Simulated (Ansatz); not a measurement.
# Ge3H8O: a ladder of functionals and wavefunction methods

How much do the methods differ for Ge3H8O? The plan is to run it at one geometry with functionals of several rungs and with coupled cluster. The yardstick is the atomisation energy at the CCSD(T) limit.

Program: Ansatz 0.2.0, Gaussian basis. Level of theory: functionals in def2-TZVPP, the program's frozen cores in correlated methods. These are calculated values, not measurements.

Levels to be run: LDA (SPW92), PBE-D4, revPBE-D4, BLYP-D4, r2SCAN-D4, B97M-V, PBE0-D4, B3LYP-D4, r2SCANh-D4, r2SCAN0-D4, HSE06-D4, BHLYP-D4, CAM-B3LYP-D4, LC-ωPBE, ωB97X-V, ωB97M-V, B2PLYP, PBE-QIDH; CCSD(T)/def2-SVP; CCSD(T)/def2-TZVPP; MP2/def2-QZVPP; extrapolation to the limit.

## 1. Structure used throughout

All runs share one geometry, relaxed beforehand with PBE0-D4 in a triple-zeta def2 set.

SMILES `[OH][GeH]([GeH3])[GeH3]`, 12 atoms, charge 0, spin multiplicity 1.

Atoms are counted from 1 here; the program's logs count them from 0.

Bond lengths: O1–Ge2 1.796 Å, O1–H5 0.960 Å, Ge2–Ge3 2.423 Å, Ge2–Ge4 2.435 Å, Ge2–H6 1.550 Å, Ge3–H7 1.538 Å, Ge3–H8 1.536 Å, Ge3–H9 1.536 Å, Ge4–H10 1.539 Å, Ge4–H11 1.537 Å, Ge4–H12 1.539 Å. Angles: Ge2–O1–H5 112.3°, O1–Ge2–Ge3 104.0°, O1–Ge2–Ge4 109.4°, O1–Ge2–H6 108.5°, Ge3–Ge2–Ge4 113.6°, Ge3–Ge2–H6 111.5°, Ge4–Ge2–H6 109.5°, Ge2–Ge3–H7 109.1°, Ge2–Ge3–H8 109.7°, Ge2–Ge3–H9 110.7°, H7–Ge3–H8 108.8°, H7–Ge3–H9 109.1°, H8–Ge3–H9 109.5°, Ge2–Ge4–H10 110.2°, Ge2–Ge4–H11 110.3°, Ge2–Ge4–H12 110.3°, H10–Ge4–H11 108.6°, H10–Ge4–H12 108.5° and more.

## 2. LDA

This LDA is Slater exchange with PW92 correlation.

in.yaml

```yaml
crystal:
  periodic: [false, false, false]
  atoms:
    - {symbol: O, position_ang: [-1.614596, 1.425532, -0.205452]}
    - {symbol: Ge, position_ang: [0.005307, 0.736823, 0.152861]}
    - {symbol: Ge, position_ang: [-0.404044, -0.811606, 1.970625]}
    - {symbol: Ge, position_ang: [0.895042, -0.324892, -1.849241]}
    - {symbol: H, position_ang: [-1.571923, 2.151883, -0.831528]}
    - {symbol: H, position_ang: [0.945005, 1.889060, 0.589960]}
    - {symbol: H, position_ang: [0.924613, -1.468559, 2.381979]}
    - {symbol: H, position_ang: [-1.374747, -1.907970, 1.508285]}
    - {symbol: H, position_ang: [-0.998416, -0.080169, 3.183082]}
    - {symbol: H, position_ang: [0.896991, 0.670868, -3.023239]}
    - {symbol: H, position_ang: [0.034835, -1.538050, -2.236286]}
    - {symbol: H, position_ang: [2.338833, -0.798019, -1.606948]}
basis:
  gaussian: {orbitals: def2-TZVPP}
hamiltonian: {xc: lda}
output: {orbitals: {seedname: orbitals}}
```

Command:

```sh
$ ansatz run in.yaml --threads 2 --pin off --events-out ev --progress --plain --max-ram 32768MiB --backend cpu
```

After this run come: PBE-D4 (GGA); revPBE-D4 (GGA); BLYP-D4 (GGA); r2SCAN-D4 (meta-GGA); B97M-V (meta-GGA); PBE0-D4 (hybrid); B3LYP-D4 (hybrid); r2SCANh-D4 (hybrid); r2SCAN0-D4 (hybrid); HSE06-D4 (hybrid); BHLYP-D4 (hybrid); CAM-B3LYP-D4 (range-separated); LC-ωPBE (range-separated); ωB97X-V (range-separated); ωB97M-V (range-separated); B2PLYP (double hybrid); PBE-QIDH (double hybrid); CCSD(T) in def2-SVP; CCSD(T) in def2-TZVPP; MP2 in def2-QZVPP.

Before running them: what should the planned runs give, taken together? Wanted: atomisation energy, CCSD(T)/CBS; farthest beyond LDA; mean size of error, GGA; mean size of error, meta-GGA; mean size of error, hybrid; mean size of error, range-separated; mean size of error, double hybrid; gap, smallest and largest; T1 diagnostic.

As calculated:

| quantity | value |
| --- | --- |
| atomisation energy, CCSD(T)/CBS | 3372.4 kJ/mol |
| functionals within 33.7 kJ/mol (1.0 %) | r2SCAN-D4, B97M-V, CAM-B3LYP-D4, ωB97X-V |
| farthest beyond LDA | revPBE-D4 (-131.3 kJ/mol) |
| mean size of error, GGA | 92.1 kJ/mol |
| mean size of error, meta-GGA | 17.7 kJ/mol |
| mean size of error, hybrid | 74.4 kJ/mol |
| mean size of error, range-separated | 44.1 kJ/mol |
| mean size of error, double hybrid | 78.7 kJ/mol |
| gap, smallest and largest | 4.94 eV (LDA (SPW92)), 11.59 eV (LC-ωPBE) |
| T1 diagnostic | 0.0120 |
| triples share of the correlation energy | 3.4 % |

**Reading.** The LDA atomisation energy is off by 419.7 kJ/mol (12 %): it overbinds. PBE-D4 is off by -57.1 kJ/mol. Double hybrids carry the basis error of their MP2 part in triple zeta, and no dispersion term here, so their miss is partly the set-up's. Taken by rung, meta-GGA functionals do best (17.7 kJ/mol on average) and GGA ones worst beyond LDA (92.1 kJ/mol). The reference freezes the cores and leaves out relativity and excitations past (T), and its outer-core shells are covered unevenly, so misses under about 33.7 kJ/mol can't be ranked. Hartree-Fock recovers 71 % of the binding; the rest is correlation. CCSD(T) in def2-SVP is off by -255.3 kJ/mol, so the small basis spoils what the method gains. Orbital gaps span 4.9 to 11.6 eV; exact exchange widens them. Correlated methods include outer-core shells of Ge, which these sets cover unevenly.
